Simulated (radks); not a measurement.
**Mn³⁺ in [Ar] 3d4: an all-electron calculation**

An exercise on one series of results from a longer session: the logs are not shown, and one member is left open.

Method: scalar-relativistic Kohn-Sham, SCAN, spin-polarised, spherical densities, finite nucleus; open shells are filled with parallel spins first. Code: radks (a radial shooting solver on a logarithmic mesh, Libxc functionals) version 1.

### The system

| Quantity | Value |
| --- | --- |
| element | manganese (Z = 25) |
| charge | +3 |
| electrons | 22 |
| configuration | [Ar] 3d4 |
| nuclear rms radius | 3.7057 fm |

The outer shells:

Mn³⁺
```
[Ar] core
3d [↑ ][↑ ][↑ ][↑ ][  ]
```

Set-up of the first run:

Settings of this run:

```text
Z 25
configuration [Ar] 3d4 4s0 4p0 4d0 4f0
relativity scalar-relativistic
functional scan,scan
spin polarised
nucleus finite rms 3.7057 fm
c 137.035999084
```

Among the steps run: Self-consistent calculation.

One table of the session follows, with a row left open; its other results are not shown here.

It belongs to the step «Orbitals and density». Sizes of the orbitals, from the radial functions (bohr):

| level | <r> | outermost maximum (interpolated) | 90 % within | nodes |
| --- | --- | --- | --- | --- |
| 1s down | 0.06092 | 0.0399 | 0.109 | 0 |
| 1s up | 0.06092 | 0.0399 | 0.109 | 0 |
| 2s up | 0.2791 | 0.232 | 0.433 | 1 |
| 2s down | 0.2784 | 0.232 | 0.431 | 1 |
| 2p up | ? | ? | ? | ? |
| 2p down | 0.2465 | 0.188 | 0.404 | 0 |
| 3s up | 0.8420 | 0.734 | 1.25 | 2 |
| 3s down | 0.8474 | 0.735 | 1.27 | 2 |
| 3p up | 0.8861 | 0.749 | 1.36 | 1 |
| 3p down | 0.8936 | 0.751 | 1.37 | 1 |
| 3d up | 1.028 | 0.740 | 1.71 | 0 |
| 3d down | 1.055 | 0.751 | 1.77 | 0 |
| 4s up | 2.311 | 2.07 | 3.35 | 3 |
| 4p up | 2.655 | 2.37 | 3.88 | 2 |

Q: Estimate the row for 2p up from the others.

The run gave: <r>: 0.2473; outermost maximum (interpolated): 0.189; 90 % within: 0.405; nodes: 0. In the column «<r>» it lies between 2p down (0.2465) and 2s down (0.2784).

Limits of these values: Open shells are spherical and high-spin; term and fine-structure splittings are not resolved.
